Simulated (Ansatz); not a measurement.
# C4N4O4Sn: small, medium and large basis sets

Aim: see how fast density functionals converge with the basis set for C4N4O4Sn.

Computed with Ansatz 0.2.0, Gaussian basis. Level: one geometry, several basis sets.

The runs, in order: PBE0-D4/def2-SVP; ωB97M-V/def2-SVP; PBE0-D4/def2-QZVPP; ωB97M-V/def2-QZVPP; the functionals' def2-TZVPP values are taken from earlier runs.

## 1. Structure used throughout

The geometry comes from an earlier relaxation with PBE0-D4 in a triple-zeta def2 set; it is a stationary point, not always the lowest conformer. Sn takes the def2 core potential; no spin-orbit term is included.

SMILES `O=C=[N][Sn]([N]=C=O)([N]=C=O)[N]=C=O`, 13 atoms, charge 0, spin multiplicity 1.

Atoms are counted from 1 here; the program's logs count them from 0.

Bond lengths: O1–C2 1.160 Å, C2–N3 1.209 Å, N3–Sn4 1.984 Å, Sn4–N5 1.974 Å, Sn4–N8 1.976 Å, Sn4–N11 1.982 Å, N5–C6 1.208 Å, C6–O7 1.160 Å, N8–C9 1.208 Å, C9–O10 1.160 Å, N11–C12 1.209 Å, C12–O13 1.160 Å. Angles: O1–C2–N3 175.9°, C2–N3–Sn4 134.4°, N3–Sn4–N5 110.4°, N3–Sn4–N8 110.9°, N3–Sn4–N11 108.6°, N5–Sn4–N8 105.8°, N5–Sn4–N11 110.1°, N8–Sn4–N11 110.9°, Sn4–N5–C6 135.1°, N5–C6–O7 175.8°, Sn4–N8–C9 134.7°, N8–C9–O10 175.9°, Sn4–N11–C12 133.6°, N11–C12–O13 175.8°.

Geometry (Å):

```xyz
13

O    -1.8414   -0.8766    3.3618
C    -1.5803   -0.5437    2.2818
N    -1.3927   -0.1939    1.1402
Sn    0.2225    0.1525    0.0415
N     0.8141    2.0232    0.2558
C     0.4186    3.0950   -0.1356
O     0.1033    4.1601   -0.4703
N     1.7375   -0.9641    0.6443
C     2.2429   -1.9906    0.2569
O     2.7818   -2.9703   -0.0519
N    -0.2137   -0.2106   -1.8575
C    -1.1891   -0.6510   -2.4199
O    -2.0830   -1.0648   -3.0320
```

## 2. PBE0-D4 in def2-SVP

in.yaml

```yaml
crystal:
  periodic: [false, false, false]
  atoms:
    - {symbol: O, position_ang: [-1.841352, -0.876553, 3.361765]}
    - {symbol: C, position_ang: [-1.580301, -0.543661, 2.281751]}
    - {symbol: N, position_ang: [-1.392667, -0.193855, 1.140186]}
    - {symbol: Sn, position_ang: [0.222458, 0.152539, 0.041473]}
    - {symbol: N, position_ang: [0.814087, 2.023167, 0.255832]}
    - {symbol: C, position_ang: [0.418606, 3.095045, -0.135642]}
    - {symbol: O, position_ang: [0.103261, 4.160063, -0.470329]}
    - {symbol: N, position_ang: [1.737487, -0.964094, 0.644280]}
    - {symbol: C, position_ang: [2.242922, -1.990643, 0.256945]}
    - {symbol: O, position_ang: [2.781848, -2.970270, -0.051916]}
    - {symbol: N, position_ang: [-0.213719, -0.210594, -1.857496]}
    - {symbol: C, position_ang: [-1.189124, -0.651042, -2.419944]}
    - {symbol: O, position_ang: [-2.083006, -1.064803, -3.032008]}
basis:
  gaussian: {orbitals: def2-SVP}
hamiltonian: {xc: pbe0, dispersion: d4}
output: {orbitals: {seedname: orbitals}}
```

Started as:

```bash
$ ansatz run in.yaml --threads 4 --pin off --events-out ev --progress --plain --max-ram 46080MiB --backend cpu
```

Further steps of the session: ωB97M-V in def2-SVP; PBE0-D4 in def2-QZVPP; ωB97M-V in def2-QZVPP.

Q: Predict the results of all the runs planned. Wanted: PBE0-D4: double and triple zeta above quadruple; ωB97M-V: double and triple zeta above quadruple.

**Answer**, as computed:

| quantity | value |
| --- | --- |
| PBE0-D4: double and triple zeta above quadruple | 22.85, 1.01 eV |
| ωB97M-V: double and triple zeta above quadruple | 23.25, 0.92 eV |

**Reading.** PBE0-D4 gains 21.83 eV from double to triple zeta, then 1.01 eV more. Total energies overstate the basis error of differences, where much of it tends to cancel.
